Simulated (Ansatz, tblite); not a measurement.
# C45H35F3OS6: which spin state is lowest

Is the singlet the ground state of C45H35F3OS6? Other spin states are computed and compared level by level.

Method: as each input shows; program: Ansatz 0.2.0, Gaussian basis.

Plan: triplet, at the geometry of the singlet (GFN1-xTB, GFN2-xTB, PBE0-D4/def2-TZVP, PBE-D4/def2-TZVP); the singlet's energies come from earlier runs.

1 further run of the same task is left out (set aside as unsound or not needed).

### 1 The relaxed structure

The singlet was relaxed beforehand with PBE-D4/def2-SVP.

SMILES `COc1ccc(-c2cc(C)c(-c3cc(C)c(-c4cc(C)c(-c5cc(C)c(-c6cc(C)c(-c7cc(C)c(-c8ccc(C(F)=C(F)F)cc8)s7)s6)s5)s4)s3)s2)cc1`, 90 atoms, charge 0, spin multiplicity 1.

Bond lengths: C1–O2 1.415 Å, C1–H56 1.114 Å, C1–H57 1.114 Å, C1–H58 1.106 Å, O2–C3 1.360 Å, C3–C4 1.412 Å, C3–C55 1.411 Å, C4–C5 1.392 Å, C4–H59 1.100 Å, C5–C6 1.419 Å, C5–H60 1.101 Å, C6–C7 1.461 Å, C6–C54 1.414 Å, C7–C8 1.392 Å, C7–S53 1.748 Å, C8–C9 1.421 Å, C8–H61 1.099 Å, C9–C10 1.502 Å and more. Angles: O2–C1–H56 111.9°, O2–C1–H57 111.9°, O2–C1–H58 106.5°, H56–C1–H57 108.6°, H56–C1–H58 108.9°, H57–C1–H58 108.9°, C1–O2–C3 118.4°, O2–C3–C4 116.2°, O2–C3–C55 124.7°, C4–C3–C55 119.1°, C3–C4–C5 120.4°, C3–C4–H59 118.3°, C5–C4–H59 121.3°, C4–C5–C6 121.6°, C4–C5–H60 118.9°, C6–C5–H60 119.5°, C5–C6–C7 121.8°, C5–C6–C54 117.2° and more.

### 2 Triplet at the fixed geometry, GFN1-xTB

Tight binding, by tblite at 300 K electronic temperature and without a spin-polarisation term:

```python
tblite.interface.Calculator('GFN1-xTB', numbers, positions, charge=0, uhf=2).singlepoint()
```

Energy -4252.1112 eV; 1.2 s.

### 3 Triplet at the fixed geometry, GFN2-xTB

Tight binding, by tblite at 300 K electronic temperature and without a spin-polarisation term:

```python
tblite.interface.Calculator('GFN2-xTB', numbers, positions, charge=0, uhf=2).singlepoint()
```

Energy -4133.1659 eV; 1 s.

### 4 Triplet at the fixed geometry, PBE0-D4/def2-TZVP

File in.yaml:

```yaml
crystal:
  periodic: [false, false, false]
  atoms:
    - {symbol: C, position_ang: [-16.987713, -2.579888, 1.576993]}
    - {symbol: O, position_ang: [-15.709888, -3.178456, 1.679574]}
    - {symbol: C, position_ang: [-14.618037, -2.431681, 1.364125]}
    - {symbol: C, position_ang: [-13.367138, -3.077819, 1.476861]}
    - {symbol: C, position_ang: [-12.192541, -2.395276, 1.172524]}
    - {symbol: C, position_ang: [-12.208109, -1.041046, 0.748335]}
    - {symbol: C, position_ang: [-10.978513, -0.321792, 0.425741]}
    - {symbol: C, position_ang: [-10.817106, 0.911681, -0.198900]}
    - {symbol: C, position_ang: [-9.468628, 1.330124, -0.363602]}
    - {symbol: C, position_ang: [-9.084240, 2.625184, -1.019788]}
    - {symbol: C, position_ang: [-8.559109, 0.388572, 0.150156]}
    - {symbol: C, position_ang: [-7.119708, 0.394112, 0.190998]}
    - {symbol: C, position_ang: [-6.271992, -0.597724, 0.692438]}
    - {symbol: C, position_ang: [-4.887791, -0.309321, 0.599429]}
    - {symbol: C, position_ang: [-3.818368, -1.247248, 1.080507]}
    - {symbol: C, position_ang: [-4.647928, 0.944829, 0.006566]}
    - {symbol: C, position_ang: [-3.415952, 1.626728, -0.288647]}
    - {symbol: C, position_ang: [-3.250738, 2.873411, -0.901900]}
    - {symbol: C, position_ang: [-1.906863, 3.288263, -1.070208]}
    - {symbol: C, position_ang: [-1.521366, 4.579216, -1.732836]}
    - {symbol: C, position_ang: [-0.996590, 2.337476, -0.572007]}
    - {symbol: C, position_ang: [0.443262, 2.352249, -0.571780]}
    - {symbol: C, position_ang: [1.336329, 3.414557, -0.739365]}
    - {symbol: C, position_ang: [2.708315, 3.054164, -0.672225]}
    - {symbol: C, position_ang: [3.824084, 4.048636, -0.821373]}
    - {symbol: C, position_ang: [2.887991, 1.678228, -0.441080]}
    - {symbol: C, position_ang: [4.086081, 0.895595, -0.293060]}
    - {symbol: C, position_ang: [4.186618, -0.467619, 0.000430]}
    - {symbol: C, position_ang: [5.509344, -0.970445, 0.072992]}
    - {symbol: C, position_ang: [5.826487, -2.406327, 0.377392]}
    - {symbol: C, position_ang: [6.468904, 0.030191, -0.168209]}
    - {symbol: C, position_ang: [7.908443, -0.028201, -0.185628]}
    - {symbol: C, position_ang: [8.807000, 1.030385, -0.345584]}
    - {symbol: C, position_ang: [10.178109, 0.660232, -0.341478]}
    - {symbol: C, position_ang: [11.285754, 1.672587, -0.452888]}
    - {symbol: C, position_ang: [10.350497, -0.722083, -0.169160]}
    - {symbol: C, position_ang: [11.567729, -1.525481, -0.079246]}
    - {symbol: C, position_ang: [11.603968, -2.715570, 0.691246]}
    - {symbol: C, position_ang: [12.754194, -3.498457, 0.773514]}
    - {symbol: C, position_ang: [13.939433, -3.127710, 0.091671]}
    - {symbol: C, position_ang: [15.112683, -3.986679, 0.226719]}
    - {symbol: F, position_ang: [14.950027, -5.099835, 0.982398]}
    - {symbol: C, position_ang: [16.354864, -3.825295, -0.297036]}
    - {symbol: F, position_ang: [17.344826, -4.679752, -0.103948]}
    - {symbol: F, position_ang: [16.722230, -2.802449, -1.059278]}
    - {symbol: C, position_ang: [13.912060, -1.944326, -0.686932]}
    - {symbol: C, position_ang: [12.754532, -1.170108, -0.771293]}
    - {symbol: S, position_ang: [8.800646, -1.527167, -0.023058]}
    - {symbol: S, position_ang: [5.693611, 1.571434, -0.487519]}
    - {symbol: S, position_ang: [1.336460, 0.860885, -0.337799]}
    - {symbol: S, position_ang: [-1.842204, 0.959506, 0.107348]}
    - {symbol: S, position_ang: [-6.159050, 1.731590, -0.415143]}
    - {symbol: S, position_ang: [-9.412956, -0.985337, 0.832365]}
    - {symbol: C, position_ang: [-13.469138, -0.410183, 0.646985]}
    - {symbol: C, position_ang: [-14.658949, -1.085469, 0.943746]}
    - {symbol: H, position_ang: [-17.209689, -2.249393, 0.537042]}
    - {symbol: H, position_ang: [-17.093147, -1.705192, 2.257941]}
    - {symbol: H, position_ang: [-17.721142, -3.353428, 1.871505]}
    - {symbol: H, position_ang: [-13.349516, -4.127871, 1.802594]}
    - {symbol: H, position_ang: [-11.231541, -2.927281, 1.253279]}
    - {symbol: H, position_ang: [-11.664862, 1.511512, -0.557983]}
    - {symbol: H, position_ang: [-8.434624, 2.463852, -1.906264]}
    - {symbol: H, position_ang: [-9.983793, 3.176075, -1.355824]}
    - {symbol: H, position_ang: [-8.520667, 3.288077, -0.328900]}
    - {symbol: H, position_ang: [-6.655757, -1.533295, 1.124475]}
    - {symbol: H, position_ang: [-3.130604, -1.545143, 0.260863]}
    - {symbol: H, position_ang: [-4.265045, -2.169302, 1.499091]}
    - {symbol: H, position_ang: [-3.189535, -0.786296, 1.871565]}
    - {symbol: H, position_ang: [-4.105232, 3.477713, -1.239851]}
    - {symbol: H, position_ang: [-2.390433, 5.030387, -2.250069]}
    - {symbol: H, position_ang: [-0.714151, 4.428701, -2.479178]}
    - {symbol: H, position_ang: [-1.149442, 5.325691, -0.997829]}
    - {symbol: H, position_ang: [1.011311, 4.452845, -0.874530]}
    - {symbol: H, position_ang: [4.462510, 3.823985, -1.702677]}
    - {symbol: H, position_ang: [4.494521, 4.054796, 0.064233]}
    - {symbol: H, position_ang: [3.421991, 5.072225, -0.949792]}
    - {symbol: H, position_ang: [3.301340, -1.098494, 0.166628]}
    - {symbol: H, position_ang: [6.340323, -2.904420, -0.472098]}
    - {symbol: H, position_ang: [6.498362, -2.503132, 1.256294]}
    - {symbol: H, position_ang: [4.901379, -2.975060, 0.591798]}
    - {symbol: H, position_ang: [8.472562, 2.073230, -0.447132]}
    - {symbol: H, position_ang: [12.161949, 1.396042, 0.165698]}
    - {symbol: H, position_ang: [11.643741, 1.783860, -1.499179]}
    - {symbol: H, position_ang: [10.934082, 2.670125, -0.124562]}
    - {symbol: H, position_ang: [10.707919, -3.019196, 1.254408]}
    - {symbol: H, position_ang: [12.749996, -4.411385, 1.384076]}
    - {symbol: H, position_ang: [14.801262, -1.630415, -1.248181]}
    - {symbol: H, position_ang: [12.762329, -0.285066, -1.420347]}
    - {symbol: H, position_ang: [-13.526863, 0.644382, 0.340425]}
    - {symbol: H, position_ang: [-15.613411, -0.550150, 0.852405]}
basis:
  gaussian: {orbitals: def2-TZVP, fitting: {mean_field: def2-universal-jkfit}}
magnetization: {spin_polarized: true, initial_magnetization: 2}
hamiltonian: {xc: pbe0, dispersion: d4}
scf: {omitted_lower_state_checks: [starts]}
output: {orbitals: {seedname: orbitals}}
```

On the command line:

```sh
> ansatz run in.yaml --threads 11 --pin off --events-out ev --progress --plain --max-ram 174080MiB --backend cuda --devices 0, --max-vram 75GiB
```

What it wrote:

```text
Functional definition: PBE0
  name "PBE0"
  cite "Adamo & Barone, J. Chem. Phys. 110, 6158 (1999) doi:10.1063/1.478522"
  cite "Perdew, Burke & Ernzerhof, Phys. Rev. Lett. 77, 3865 (1996) doi:10.1103/PhysRevLett.77.3865"
  parent pbe
  parameter a = 0.25
  parameter kappa = 0.804
  parameter beta = 0.06672455060314922
  exchange = (1 - a)*pbe_x(kappa = kappa, mu = beta*pi^2/3) + a*exact_x
  correlation = pbe_c(beta = beta)
these checks for a lower state are left out or cut short: starts
5081 factors; integrals over basis functions are off by at most 1.6e0 eV
mean field evaluation 1: about -122290.6031 eV, gradient 1.3e2 eV
mean field evaluation 2: about -122100.8808 eV, gradient 2.2e2 eV
mean field evaluation 4: about -122364.6704 eV, gradient 4.2e1 eV
mean field evaluation 8: about -122377.1003 eV, gradient 5.5e0 eV
mean field evaluation 16: about -122377.4789 eV, gradient 2.7e-1 eV
mean field evaluation 32: about -122377.4960 eV, gradient 2.5e-5 eV
mean field -122377.49599868 eV, -4497.2900275055 hartree, gradient 6.9e-6 eV, S^2 2.044117; 0 other end points of the search recorded, 0 dependent functions left out
reference -122377.49612167 eV, -4497.2900320252 hartree; 219, 217 occupied and 1732, 1734 virtual orbitals, 5081 factors
Total energy: -122381.05245373 eV, -4497.4207248177 hartree
Checks for a lower state left out: starts
```

Wall time 81 s (1 × H100 with 11 threads of AMD EPYC 7R13, shared host); peak host memory 4 GiB.

From the report: HOMO -3.32 eV, LUMO -3.80 eV (over both spins; with the spin held, an empty level of the minority spin lies below the top filled one); ⟨S²⟩ 2.044 (pure: 2.00).

### 5 Triplet at the fixed geometry, PBE-D4/def2-TZVP

start.molden holds the orbitals of an earlier run on this state, given as this run's starting guess.

in.yaml: that of step 4 with these lines changed.

```diff
@@ -94,5 +94,5 @@
 basis:
-  gaussian: {orbitals: def2-TZVP, fitting: {mean_field: def2-universal-jkfit}}
+  gaussian: {orbitals: def2-TZVP, fitting: {mean_field: def2-universal-jkfit}, initial_orbitals: start.molden}
 magnetization: {spin_polarized: true, initial_magnetization: 2}
-hamiltonian: {xc: pbe0, dispersion: d4}
+hamiltonian: {xc: pbe, dispersion: d4}
 scf: {omitted_lower_state_checks: [starts]}
```

The command is unchanged.

What it wrote:

```text
Functional definition: PBE
  name "PBE"
  cite "Perdew, Burke & Ernzerhof, Phys. Rev. Lett. 77, 3865 (1996) doi:10.1103/PhysRevLett.77.3865"
  parent pbe
  parameter kappa = 0.804
  parameter beta = 0.06672455060314922
  exchange = pbe_x(kappa = kappa, mu = beta*pi^2/3)
  correlation = pbe_c(beta = beta)
these checks for a lower state are left out or cut short: starts
5081 factors; integrals over basis functions are off by at most 1.6e0 eV
mean field evaluation 1: about -122368.1176 eV, gradient 2.4e1 eV
mean field evaluation 2: about -122369.2221 eV, gradient 1.3e0 eV
mean field evaluation 4: about -122369.2866 eV, gradient 5.6e-1 eV
mean field evaluation 8: about -122369.2907 eV, gradient 2.9e-4 eV
mean field -122369.29073754 eV, -4496.9884897202 hartree, gradient 1.6e-5 eV, S^2 2.004248; 0 other end points of the search recorded, 0 dependent functions left out
reference -122369.29090556 eV, -4496.9884958951 hartree; 219, 217 occupied and 1732, 1734 virtual orbitals, 5081 factors
Total energy: -122373.39342549 eV, -4497.1392607215 hartree
Checks for a lower state left out: starts
```

Run time: 30 s. Hardware: 1 × H100 with 11 threads of AMD EPYC 7R13, shared host; peak host memory 2.5 GiB.

Report: HOMO -2.91 eV, LUMO -4.11 eV (over both spins; with the spin held, an empty level of the minority spin lies below the top filled one); ⟨S²⟩ 2.004 (pure: 2.00).

### 6 Triplet less singlet, vertical

The singlet's energies are those of its earlier runs, whose logs aren't repeated here.

| level | triplet less singlet, vertical (kJ/mol) | time |
| --- | --- | --- |
| GFN1-xTB | +131.8 | 2 s |
| GFN2-xTB | +128.8 | 1.8 s |
| PBE-D4/def2-TZVP | +124.8 | 50 s |
| PBE0-D4/def2-TZVP | +151.1 | 1.9 min |

Times add the two runs; a level without a time comes out of a correlated run. Tight binding without a spin term can't rank spin states.

### 7 Outcome

| quantity | value |
| --- | --- |
| triplet less singlet, vertical, functionals in def2-TZVP | +124.8 (PBE-D4) to +151.1 kJ/mol (PBE0-D4) |

All functionals put the triplet above the singlet, over a spread of 26.3 kJ/mol. The checks for a lower triplet were left out, so another state of that spin may lie lower. These are electronic energies, without zero-point motion, entropy or surroundings.
